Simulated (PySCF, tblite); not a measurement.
# C₆H₉BO: geometry, infrared bands and NMR shifts

What infrared bands and NMR shifts should C₆H₉BO (`BCO/C(C#C)=C\C`) show?

The runs use tblite 0.8.0 and PySCF 2.14.0, with density-fitted response routines of our own; the level of theory stands in each step. All values are computed, except where a source is named. Atoms are numbered from 0 throughout.

## Step 1: The molecule as given

17 atoms, charge 0, multiplicity 1; geometry from: force field or distance geometry start.

Bonds of the start (Å): B0–C1 1.60, C1–O2 1.42, O2–C3 1.42, C3–C4 1.43, C4–C5 1.21, C3–C6 1.34, C6–C7 1.50, B0–H8 1.18, B0–H9 1.18, C1–H10 1.10, C1–H11 1.10, C5–H12 1.05, C6–H13 1.08, C7–H14 1.10, C7–H15 1.11, C7–H16 1.11.

## Step 2: Geometry optimisation with GFN2-xTB

The job: settings as JSON, then the geometry in Å.

```
{"job": {"kind": "relax", "xc": "GFN2-xTB", "basis": "xTB"}, "charge": 0, "multiplicity": 1}
B      2.830600    -0.964700     0.474300
C      1.733900    -0.043300    -0.245500
O      0.476400    -0.281800     0.364800
C     -0.706200     0.386000    -0.047000
C     -0.686400     1.348600    -1.100400
C     -0.671600     2.160100    -2.002700
C     -1.861100     0.110000     0.570000
C     -1.944000    -0.883900     1.692100
H      3.433400    -1.763300    -0.148700
H      3.020400    -0.847100     1.637700
H      1.698400    -0.303400    -1.318200
H      2.025400     1.013800    -0.110000
H     -0.654900     2.873400    -2.773400
H     -2.766200     0.612800     0.263700
H     -1.305400    -0.563500     2.534400
H     -1.632600    -1.888500     1.341500
H     -2.997100    -0.953100     2.050800
```

Run with:

```bash
$ OMP_NUM_THREADS=1 python probes_run.py task.json out
```

The driver reads the jobs from task.json and runs them one after another.

**Question.** This job is followed by: GFN2-xTB harmonic vibrations, gas phase; GIAO PBE0/pcSseg-1 NMR shielding, non-relativistic, gas phase. What will the session give for the following? strongest single infrared mode (GFN2-xTB); zero-point energy (GFN2-xTB); ¹³C shifts against TMS (PBE0/pcSseg-1); ¹H shifts against TMS (PBE0/pcSseg-1, means over atoms taken as alike); ¹¹B shifts against BF3·OEt2 (PBE0/pcSseg-1); ¹⁷O shifts against H2O (PBE0/pcSseg-1).

**Answer**, as computed:

| quantity | value |
| --- | --- |
| strongest single infrared mode (GFN2-xTB) | 855 cm⁻¹, 184 km/mol |
| zero-point energy (GFN2-xTB) | 80.3 kcal/mol |
| ¹³C shifts against TMS (PBE0/pcSseg-1) | 145.5, 123.6, 89.8, 83.4, 78.4, 14.1 ppm |
| ¹H shifts against TMS (PBE0/pcSseg-1, means over atoms taken as alike) | 8.00, 5.59, 4.91, 2.84, 1.97 ppm |
| ¹¹B shifts against BF3·OEt2 (PBE0/pcSseg-1) | 87.9 ppm |
| ¹⁷O shifts against H2O (PBE0/pcSseg-1) | 102.0 ppm |

What this shows: Over 200 steps the energy fell by 0.344 eV; of the close pairs, O2–C3 changed most, 1.419 to 1.371 Å. No mode is imaginary among the 45: a minimum at this level. The strongest single mode, at 855 cm⁻¹, has its largest shares on H9, B0 and H8 (the list is cut at 3 atoms). Unscaled tight-binding wavenumbers are off by several per cent, some by more. Its intensities can rank the bands wrongly. C3 (alkene carbon bearing oxygen) lies farthest downfield among carbon, at 145.5 ppm; an sp2 carbon further deshielded by the attached heteroatom. At PBE0/pcSseg-1: The largest span, 288 ppm, is at C4, where the paramagnetic term is -154 ppm.
